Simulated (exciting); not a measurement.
Input of an exciting (release sodium) run:

File input.xml:

```xml
<input>
  <title>TiAs</title>
  <structure speciespath="./" tshift="false">
    <crystal scale="1">
      <basevect>6.036937974991 0.000000000000 0.000000000000</basevect>
      <basevect>0.000000000000 6.036937974991 0.000000000000</basevect>
      <basevect>0.000000000000 0.000000000000 6.036937974991</basevect>
    </crystal>
    <species speciesfile="Ti.xml" rmt="2">
      <atom coord="0.500000000000 0.500000000000 0.500000000000"/>
    </species>
    <species speciesfile="As.xml" rmt="2">
      <atom coord="0.000000000000 0.000000000000 0.000000000000"/>
    </species>
  </structure>
  <groundstate do="fromscratch" ngridk="8 8 8" rgkmax="9" gmaxvr="14" lmaxapw="10" lmaxmat="10" lmaxvr="8" xctype="GGA_PBE_SOL" stype="Fermi Dirac" swidth="0.00183747" nempty="14" ValenceRelativity="iora*" epsengy="1e-05" epspot="1e-05" maxscl="60" tforce="true" outputlevel="normal"/>
  <properties>
    <chargedensityplot>
      <plot3d>
        <box grid="16 16 16">
          <origin coord="0 0 0"/>
          <point coord="1 0 0"/>
          <point coord="0 1 0"/>
          <point coord="0 0 1"/>
        </box>
      </plot3d>
    </chargedensityplot>
    <elfplot>
      <plot3d>
        <box grid="16 16 16">
          <origin coord="0 0 0"/>
          <point coord="1 0 0"/>
          <point coord="0 1 0"/>
          <point coord="0 0 1"/>
        </box>
      </plot3d>
    </elfplot>
    <exccplot>
      <plot3d>
        <box grid="16 16 16">
          <origin coord="0 0 0"/>
          <point coord="1 0 0"/>
          <point coord="0 1 0"/>
          <point coord="0 0 1"/>
        </box>
      </plot3d>
    </exccplot>
  </properties>
</input>
```

Potentials or basis: all-electron LAPW+lo, shipped species files, valence relativity iora*.

Run with:

```bash
$ OMP_NUM_THREADS=1 exciting_smp
```

Question: Predict the band gap on the k mesh.

Answer: None (metal or under the smearing width).
